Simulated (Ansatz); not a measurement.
The system is MgVCl2O.

```
V Cl Mg O
1.0
     6.62034   -1.96158    0.00000
     6.62034    1.96158    0.00000
    -1.39572    0.00000    4.08633
V Cl Mg O
1 2 1 1
Cartesian
  -1.3467 0.0000 3.9983
  8.1890 0.0000 0.4558
  3.6881 0.0000 3.4590
  5.8491 0.0000 1.9060
  12.5280 0.0000 1.9353
```

The cell comes from a database or a generator and needn't be the stable form of this composition.

| Item | Value |
| --- | --- |
| Program | Ansatz 0.2.0 |
| Task | relaxation of cell and atoms |
| Functional | PBEsol |
| Potentials or basis | Ansatz PAW |
| Cutoff | 420 eV (not typed: the program's choice for these potentials) |
| k mesh | 7 × 7 × 7 |
| Occupations | fermi-dirac, width 0.05 eV |
| Spin | collinear spin, ferromagnetic start |
| Starting moments | [2.0, 0.0, 0.0, 0.0, 0.0] μB |

At the start: volume 21.23 Å³/atom.

Problem. Where does the relaxation end?

Solution. It ends after 11 steps and the volume is 19.22 Å³/atom (-9.4 %); space group Immm (No. 71, to 0.05 Å); moment 3.00 μB per cell.

Step by step:
| step | energy change (eV) | largest force (eV/Å) | volume (Å³) |
| --- | --- | --- | --- |
| 1 | 0.0000 | 0.6001 | 106.13 |
| 2 | -0.0947 | 0.0937 | 103.06 |
| 3 | -0.1109 | 0.0495 | 100.01 |
| 4 | -0.1148 | 0.0170 | 99.62 |
| 5 | -0.1159 | 0.0011 | 98.69 |
| 6 | -0.1164 | 0.0040 | 98.06 |
| 7 | -0.1119 | 0.0040 | 98.06 |
| 8 | -0.1147 | 0.0151 | 95.47 |
| 9 | -0.1141 | 0.0255 | 96.17 |
| 10 | -0.1142 | 0.0008 | 96.12 |
| 11 | -0.1126 | 0.0008 | 96.12 |

Final structure:
```
V Cl Mg O
1.0
     6.29383   -1.92745   -0.05845
     6.29383    1.92745   -0.05845
    -1.36297    0.00000    3.97435
V Cl Mg O
1 2 1 1
Direct
  0.99724 0.99724 0.97525
  0.63116 0.63116 0.10894
  0.36339 0.36339 0.84163
  0.49735 0.49735 0.47536
  0.99731 0.99731 0.47533
```

Caveat: the plane-wave basis is chosen anew once the cell has moved, so the energies of steps on either side of that aren't comparable; the PAW data sets come from PBE, with cores solved anew for the run's functional, which leaves a small shift of forces and pressure.
